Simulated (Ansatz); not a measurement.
Crystal: HCN.

```
CELL_PARAMETERS angstrom
-2.31606 2.31606 2.15990
2.31606 -2.31606 2.15990
2.31606 2.31606 -2.15990
ATOMIC_POSITIONS crystal
N 0.27193 0.27193 0.00000
C 0.00367 0.00367 0.00000
H 0.75210 0.75210 0.00000
```

The cell comes from a database or a generator and needn't be the stable form of this composition.

Program: Ansatz 0.2.0. Alike in all runs: task single point; potentials or basis Ansatz PAW; no spin polarisation; cell as given; k mesh 5 × 5 × 5; cutoff (eV) 420; smearing fermi-dirac 0.05 eV.

Problem. Order these runs on this cell by their band gap on the k mesh, lowest first.
A. level PBE0 form with a typed share of exact exchange; share of exact exchange 0.35
B. level PBE0 form with a typed share of exact exchange; share of exact exchange 0.1
C. level PBE0 form with a typed share of exact exchange; share of exact exchange 0
D. level PBE0 form with a typed share of exact exchange; share of exact exchange 0.5
E. level PBE0; share of exact exchange 0.25

Solution. C (6.87 eV), B (7.82 eV), E (9.22 eV), A (10.15 eV), D (11.54 eV).

Caveats: odd divisions of the mesh miss points on the zone boundary, where band edges often lie, so the gap on the mesh can be too wide; forces of over 1 eV/Å show positions far from the minimum, so gaps and moduli don't describe the material at rest (some runs).

A k mesh can miss the band edges.
